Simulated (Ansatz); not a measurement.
# V (sc type): the cost of one run

Program: Ansatz 0.2.0. Level of theory: DFT PBEsol, with the methods named in each step. These are calculated values, not measurements.

**1. The structure to begin with**

It takes space group Pm-3m (No. 221, cubic). The conventional cell has a = 2.410 Å, b = 2.410 Å, c = 2.410 Å, α = 90.00°, β = 90.00°, γ = 90.00°. V (site symmetry m-3m) has 6 V at 2.41 Å in its first shell of neighbours.

As a file:

```cif
data_structure
_symmetry_space_group_name_H-M 'Pm-3m'
_symmetry_Int_Tables_number 221
_cell_length_a 2.4102
_cell_length_b 2.4102
_cell_length_c 2.4102
_cell_angle_alpha 90.000
_cell_angle_beta 90.000
_cell_angle_gamma 90.000
_cell_volume 14.00
loop_
_atom_site_label
_atom_site_type_symbol
_atom_site_symmetry_multiplicity
_atom_site_Wyckoff_symbol
_atom_site_fract_x
_atom_site_fract_y
_atom_site_fract_z
_atom_site_occupancy
V1 V 1 a 0.00000 0.00000 0.00000 1
```

The file gives the conventional cell by its symmetry; the runs use the cell typed in the input.

Whether this phase is the stable one at these pressures isn't tested.

**2. Cell relaxed at zero pressure, PAW**

The input, input.yaml:

```yaml
crystal:
  lattice:
    - [2.4102065329, 0.0, 0.0]
    - [0.0, 2.4102065329, 0.0]
    - [0.0, 0.0, 2.4102065329]
  atoms:
    - { symbol: V, position: [0.0, 0.0, 0.0] }
kpoints:
  mp_grid: { grid: [17, 17, 17] }
scf:
  occupations: { method: fermi_dirac, width: 0.1 }
hamiltonian:
  xc: pbesol
  pseudopotentials: { kind: paw }
output:
  forces: true
  stress: true
  write_density: true
  write_potential: true
  elf: true
  volumetric_format: npy
relax:
  f_tol: 0.005
  max_steps: 40
  cell: {}
```

Launch:

```sh
$ ansatz run input.yaml --threads 1 --pin off --max-ram 2048MiB --backend cpu --events-out ev --progress --plain --runs-dir out
```

What time and memory should one allow on 1 thread of Arm Neoverse V1, shared host?

About 7.2 s, with a peak of 0.3 GiB.
